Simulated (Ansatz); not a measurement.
Run this with Ansatz 0.2.0 through its Python package and show what comes out.

The script, `adiabatic_clh3sesi.py`:
```python
import itertools

import ansatz as az
from ase.data import atomic_numbers, covalent_radii
import numpy as np

geometry_ang = [
    ("Cl", (-2.3885, 0.1066, -0.1117)),
    ("Si", (-0.3708, -0.061, -0.3597)),
    ("Se", (0.6336, 0.3108, 1.6266)),
    ("H", (0.0127, -1.4082, -0.8286)),
    ("H", (0.1182, 0.9112, -1.364)),
    ("H", (2.0368, 0.0765, 0.9912)),
]
clh3sesi = az.Crystal.molecule()
for symbol, xyz in geometry_ang:
    clh3sesi = clh3sesi.atom(symbol, xyz)

calculation = (
    clh3sesi.calculation()
    .basis(gaussian="def2-SVP")
    .functional("PBE0", dispersion="d3bj")
)
symbols = [site.symbol for site in clh3sesi.cartesian_sites]
start = np.array([site.position_ang for site in clh3sesi.cartesian_sites], dtype=float)
r = calculation.relax(force_tolerance=0.01, max_steps=100).run(threads=1, backend="cpu").report
end = np.array(r["positions_ang"])

minimum = az.Crystal.molecule()
for symbol, place in zip(symbols, end):
    minimum = minimum.atom(symbol, place.tolist())
ion = (
    minimum.calculation()
    .basis(gaussian="def2-SVP")
    .functional("PBE0", dispersion="d3bj")
    .charge(1)
    .spin("collinear", total=1)
)
vertical = ion.run(threads=1, backend="cpu").report
settled = ion.relax(force_tolerance=0.01, max_steps=80).run(threads=1, backend="cpu").report
print(f"vertical ionisation energy   {vertical['free_energy_ev'] - r['free_energy_ev']:.3f} eV")
print(f"adiabatic, no zero point     {settled['free_energy_ev'] - r['free_energy_ev']:.3f} eV")
print(f"relaxation energy of the ion {vertical['free_energy_ev'] - settled['free_energy_ev']:.3f} eV")
ionised = np.array(settled["positions_ang"])
radius = [covalent_radii[atomic_numbers[s]] for s in symbols]
span = lambda where, i, j: np.linalg.norm(where[i] - where[j])
bonded = [(i, j) for i, j in itertools.combinations(range(len(symbols)), 2) if min(span(end, i, j), span(ionised, i, j)) < 1.2 * (radius[i] + radius[j])]
print("pair        before    after (A)")
for i, j in bonded:
    print(f"{symbols[i]}{i}-{symbols[j]}{j}".ljust(10), f"{span(end, i, j):8.4f} {span(ionised, i, j):8.4f}")
```

`python adiabatic_clh3sesi.py` gives:
```text
vertical ionisation energy   9.556 eV
adiabatic, no zero point     9.290 eV
relaxation energy of the ion 0.266 eV
pair        before    after (A)
Cl0-Si1      2.0637   2.0112
Si1-Se2      2.2764   2.4306
Si1-H3       1.4883   1.4822
Si1-H4       1.4883   1.4823
Se2-H5       1.4735   1.4840
```

The energies are electronic: no zero-point or thermal terms, and the basis set is short of its limit. The product may relax into another structure. The relaxation finds the nearest minimum, so the adiabatic value is an upper bound. The whole script took 53 s on 1 thread of Arm Neoverse V2, with other jobs on the host, peak memory 0.33 GiB.
